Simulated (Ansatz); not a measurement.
# Si16B: the cost of one run

Method: DFT PBE+D3(BJ), plane waves, PAW, scalar-relativistic, collinear spin, in Ansatz 0.2.0.

## 1. The structure to begin with

The cell holds 17 atoms (BSi16): a = 7.679 Å, b = 7.679 Å, c = 7.679 Å, α = 60.00°, β = 60.00°, γ = 60.00°.

The coordinates stand in the first input below.

## 2. Preparing the start

Contents of input.yaml:

```yaml
accuracy: low
crystal:
  lattice:
    - [0.0, 5.43, 5.43]
    - [5.43, 0.0, 5.43]
    - [5.43, 5.43, 0.0]
  atoms:
    - { symbol: Si, position: [0.0, 0.0, 0.0] }
    - { symbol: Si, position: [0.125, 0.125, 0.125] }
    - { symbol: Si, position: [0.0, 0.0, 0.5] }
    - { symbol: Si, position: [0.125, 0.125, 0.625] }
    - { symbol: Si, position: [0.0, 0.5, 0.0] }
    - { symbol: Si, position: [0.125, 0.625, 0.125] }
    - { symbol: Si, position: [0.0, 0.5, 0.5] }
    - { symbol: Si, position: [0.125, 0.625, 0.625] }
    - { symbol: Si, position: [0.5, 0.0, 0.0] }
    - { symbol: Si, position: [0.625, 0.125, 0.125] }
    - { symbol: Si, position: [0.5, 0.0, 0.5] }
    - { symbol: Si, position: [0.625, 0.125, 0.625] }
    - { symbol: Si, position: [0.5, 0.5, 0.0] }
    - { symbol: Si, position: [0.625, 0.625, 0.125] }
    - { symbol: Si, position: [0.5, 0.5, 0.5] }
    - { symbol: Si, position: [0.625, 0.625, 0.625] }
    - { symbol: B, position: [0.8160501, 0.3120136, 0.0601992], spin: 1.0 }
magnetization:
  spin_polarized: true
basis:
  ecutwfc: 420.0
kpoints:
  mp_grid: { grid: [2, 2, 2] }
hamiltonian:
  xc: pbe
  dispersion: d3bj
  pseudopotentials: { kind: paw, azcp: { folder: soft_1 } }
scf:
  occupations: { method: fermi_dirac, width: 0.02 }
  lower_state_search: "off"
relax:
  f_tol: 0.08
  max_steps: 25
  adjacent_minimum: "off"
```

Command:

```console
ansatz run input.yaml --threads 1 --pin off --max-ram 3072MiB --backend cpu --events-out ev --progress --plain --runs-dir out
```

Q: Estimate wall time and peak memory on 1 thread of Arm Neoverse V1, shared host.

About 99 s, with a peak of 0.64 GiB.
